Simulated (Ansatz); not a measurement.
Predict the output of the script below (Ansatz 0.2.0, Python API).

The script, `ch2f2s2si.py`:
```python
# -*- coding: utf-8 -*-
"""Harmonic frequencies of CH2F2S2Si at its relaxed geometry."""

import warnings

import ansatz as az
from ase import Atoms
from ase.thermochemistry import IdealGasThermo
import numpy as np

BASIS = "def2-SVP"
FUNCTIONAL = "pbe"
DISPERSION = "d3bj"


def main():
    warnings.simplefilter("ignore", az.DeckWarning)

    ch2f2s2si = (
        az.Crystal.molecule()
        .atom("F", (1.8474, 0.0938, 0.4862))
        .atom("C", (0.7015, -0.5888, 0.7809))
        .atom("F", (1.0156, -1.4736, 1.7176))
        .atom("S", (-0.023, -1.3632, -0.6738))
        .atom("Si", (-0.8039, 0.5961, -0.8632))
        .atom("S", (-0.7509, 0.4449, 1.2529))
        .atom("H", (0.2482, 1.5338, -1.3624))
        .atom("H", (-2.1427, 0.7, -1.394))
    )

    calculation = ch2f2s2si.calculation()
    calculation = calculation.basis(gaussian=BASIS).functional(FUNCTIONAL, dispersion=DISPERSION)
    symbols = [site.symbol for site in ch2f2s2si.cartesian_sites]
    start = np.array([site.position_ang for site in ch2f2s2si.cartesian_sites], dtype=float)
    rep = calculation.relax(force_tolerance=0.003, max_steps=100).run(threads=1).report
    end = np.array(rep["positions_ang"])

    print("bond        before    after (A)")
    for i, j in [(0, 1), (1, 2), (1, 3), (1, 5), (3, 4), (4, 5), (4, 6), (4, 7)]:
        d0, d1 = (np.linalg.norm(xyz[i] - xyz[j]) for xyz in (start, end))
        print(f"{symbols[i]}{i}-{symbols[j]}{j}".ljust(10), f"{d0:8.4f} {d1:8.4f}")
    for i, j, k in [(0, 1, 2), (0, 1, 3), (0, 1, 5), (2, 1, 3), (2, 1, 5), (3, 1, 5), (1, 3, 4), (3, 4, 5)]:
        u, v = end[i] - end[j], end[k] - end[j]
        print(f"angle {symbols[i]}{i}-{symbols[j]}{j}-{symbols[k]}{k}: {np.degrees(np.arccos(np.clip(u @ v / np.linalg.norm(u) / np.linalg.norm(v), -1, 1))):.2f} deg")

    # frequencies need a stationary point, so they are taken at the relaxed geometry
    minimum = az.Crystal.molecule()
    for symbol, xyz in zip(symbols, end):
        minimum = minimum.atom(symbol, xyz.tolist())
    vibrating = minimum.calculation()
    vibrating = vibrating.basis(gaussian=BASIS)
    vibrating = vibrating.functional(FUNCTIONAL, dispersion=DISPERSION)
    vibrating = vibrating.phonons(temperatures=(200, 600, 100))
    vib = vibrating.run(threads=1).report["vibrations"]
    sums = vib["harmonic_sums"]
    modes = [m["omega_inv_cm"] for m in sums["modes_at_gamma"] if m["rigid_motion"] == "no"]
    print("frequencies (1/cm):", " ".join(f"{w:.0f}" for w in modes))
    print("imaginary modes:", sum(w < 0 for w in modes), " zero-point energy:", round(sums["zero_point_energy_ev"], 4), "eV")
    # rigid rotor and ideal gas, symmetry number taken as one
    gas = IdealGasThermo(vib_energies=[w / 8065.544 for w in modes if w > 0], geometry="linear" if len(modes) == 3 * len(symbols) - 5 else "nonlinear",
                         atoms=Atoms(symbols, positions=end), symmetrynumber=1, spin=0.0)
    print(f"H(298 K) - E = {gas.get_enthalpy(298.15, verbose=False):.4f} eV")
    print(f"S(298 K, 1 bar) = {96485.33 * gas.get_entropy(298.15, 1e5, verbose=False):.1f} J/(mol K) with symmetry number 1")


if __name__ == "__main__":
    main()
```

```console
$ python ch2f2s2si.py
bond        before    after (A)
F0-C1        1.3660   1.3490
C1-F2        1.3262   1.3490
C1-S3        1.8002   1.8676
C1-S5        1.8441   1.8676
S3-Si4       2.1177   2.1627
Si4-S5       2.1222   2.1627
Si4-H6       1.4951   1.5000
Si4-H7       1.4439   1.5000
angle F0-C1-F2: 106.59 deg
angle F0-C1-S3: 110.76 deg
angle F0-C1-S5: 110.76 deg
angle F2-C1-S3: 110.76 deg
angle F2-C1-S5: 110.76 deg
angle S3-C1-S5: 107.24 deg
angle C1-S3-Si4: 82.33 deg
angle S3-Si4-S5: 88.09 deg
frequencies (1/cm): 64 260 293 363 388 425 487 524 528 575 633 697 877 954 1082 1121 2179 2187
imaginary modes: 0  zero-point energy: 0.8453 eV
H(298 K) - E = 1.0540 eV
S(298 K, 1 bar) = 347.4 J/(mol K) with symmetry number 1
```

Caveats:
- The frequencies are harmonic and unscaled, in a modest basis. The result belongs to the one conformer reached from this start, and soft torsions count as harmonic oscillators.
- The entropy takes a symmetry number of 1; a symmetric molecule's is lower by R ln(sigma).
- The whole script took 2.1 min on 1 thread of Arm Neoverse V2 (shared host), peak memory 0.27 GiB.

(A comment or docstring line of the script was reworded after the run, the code is as it ran; lines on the test bed's own set-up are left out of the output.)
